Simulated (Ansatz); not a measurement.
# CH2Ge (triplet): wave-function methods side by side, cc-pVTZ

How much of the correlation energy of CH2Ge (triplet) does each wave-function method recover here?

Computed with Ansatz 0.2.0, Gaussian basis. Level: cc-pVTZ, core rule «outside noble gas», up to 15 orbitals frozen.

The runs, in order: UHF; CCSD(T) on ROHF; CCSD(T) on UHF; BCCD(T) on ROHF; CCSDT(Q) on ROHF; CCSDT(Q) on UHF; CASSCF and MRCISD+Q, 10 electrons in 10 orbitals; CASSCF and NEVPT2, 10 electrons in 10 orbitals.

6 further runs of the same task are left out: 6 set aside as unsound or not needed.

## 1. What is computed

The geometry is a PBE0/def2-TZVP stationary point (not a proven minimum). No spin-orbit coupling is included. The filled d shell of Ge may be among the frozen orbitals whatever the setting's name suggests; the logs give the count.

4 atoms, charge 0, spin multiplicity 3.

Atoms are counted from 1 here; the program's logs count them from 0.

Bond lengths: Ge1–C2 1.905 Å, Ge1–H3 1.592 Å, C2–H4 1.091 Å. Angles: C2–Ge1–H3 95.9°, Ge1–C2–H4 136.5°.

## 2. UHF

Input file in.yaml:

```yaml
crystal:
  periodic: [false, false, false]
  atoms:
    - {symbol: Ge, position_ang: [0.000000, -0.044572, 0.290198]}
    - {symbol: C, position_ang: [0.000000, 0.182313, -1.601029]}
    - {symbol: H, position_ang: [0.000000, 1.508639, 0.640309]}
    - {symbol: H, position_ang: [0.000000, -0.468907, -2.476239]}
basis:
  gaussian: {orbitals: cc-pVTZ}
magnetization: {spin_polarized: true, initial_magnetization: 2}
hamiltonian: {xc: hf}
output: {orbitals: {seedname: orbitals}}
```

On the command line:

```bash
ansatz run in.yaml --threads 1 --pin off --events-out ev --progress --plain --max-ram 4096MiB --backend cpu
```

The runs that follow: CCSD(T) on ROHF; CCSD(T) on UHF; BCCD(T) on ROHF; CCSDT(Q) on ROHF; CCSDT(Q) on UHF; CASSCF and MRCISD+Q, 10 electrons in 10 orbitals; CASSCF and NEVPT2, 10 electrons in 10 orbitals.

Q: Predict the results of all the runs planned. Wanted: UCCSDT(Q) below the RHF energy; RMP2 from UCCSDT(Q); UMP2 from UCCSDT(Q); RCCSD from UCCSDT(Q); RCCSD(T) from UCCSDT(Q); UCCSD(T) from UCCSDT(Q); RCCSDT(Q) from UCCSDT(Q); NEVPT2 valence from UCCSDT(Q); MRCISD+Q valence from UCCSDT(Q).

**Answer**, as computed:

| quantity | value |
| --- | --- |
| UCCSDT(Q) below the RHF energy | -7.0059 eV |
| RMP2 from UCCSDT(Q) | +126.0 kJ/mol |
| UMP2 from UCCSDT(Q) | +126.4 kJ/mol |
| RCCSD from UCCSDT(Q) | +31.7 kJ/mol |
| RCCSD(T) from UCCSDT(Q) | +6.3 kJ/mol |
| UCCSD(T) from UCCSDT(Q) | +6.3 kJ/mol |
| RCCSDT(Q) from UCCSDT(Q) | +0.3 kJ/mol |
| NEVPT2 valence from UCCSDT(Q) | +104.3 kJ/mol |
| MRCISD+Q valence from UCCSDT(Q) | +7.5 kJ/mol |
| levels within 1 kcal/mol (43 meV) | RCCSDT, UCCSDT, RCCSDT(Q) |
| T1 diagnostic | 0.041 |
| effectively unpaired electrons | 2.05 |

What this shows: RCCSD(T) lands +6.3 kJ/mol from the yardstick (0.9 % of the correlation energy). The occupations are near whole numbers, but T1 = 0.041 shows that the orbitals relax strongly. Of the multireference levels listed MRCISD+Q valence comes nearest in total energy (+7.5 kJ/mol), which doesn't show that its space is the better one. These misses are within one basis, not against nature; the frozen cores of restricted and unrestricted runs differ, which can shift their rows.
